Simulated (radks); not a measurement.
# Pm⁺ in [Xe] 4f5 7s1: an all-electron calculation

Aim: the levels, the sizes of the orbitals and the parts of the energy of the promethium ion Pm+.

Program: radks (a radial shooting solver on a logarithmic mesh, Libxc functionals) version 1. Level of theory: scalar-relativistic Kohn-Sham, BLYP, spin-polarised, spherical densities, point nucleus; open shells are filled with parallel spins first. These are calculated values, not measurements, unless marked.

**1. The system**

* element: promethium (Z = 61)
* charge: +1
* electrons: 60
* configuration: [Xe] 4f5 7s1

Outer shells as boxes (Hund's rule):

Pm⁺
```
[Xe] core
4f [↑ ][↑ ][↑ ][↑ ][↑ ][  ][  ]
7s [↑ ]
```

**2. The run**

Settings of this run:

```text
Z 61
configuration [Xe] 4f5 7s1
relativity scalar-relativistic
functional b88,lyp
spin polarised
nucleus point
c 137.035999084
```

The run is started by

```sh
$ python run_ks.py task.json out
```

The same process makes all the runs of this session.

**Question.** What will this run give?

**Answer**, as computed:

| quantity | value |
| --- | --- |
| total energy | -10021.0767 hartree |
| exchange-correlation share of it | 2.29 % |
| −T/E | 1.0667 |
| highest occupied level | 7s up, -4.316 eV |
| most extended occupied level | 7s up, <r> = 7.83 bohr |
| radius at density 0.001 e/bohr³ | 3.64 bohr |
| maxima of the radial density | 5 |

What this shows: The radial density shows 5 maxima for 6 occupied principal shells; where shells overlap, one shows as a shoulder or not at all. Relativity lifts −T/E to 1.067. This is not the tabulated ground configuration, so its levels and sizes aren't those of the ground state, and no measured value stands beside it.
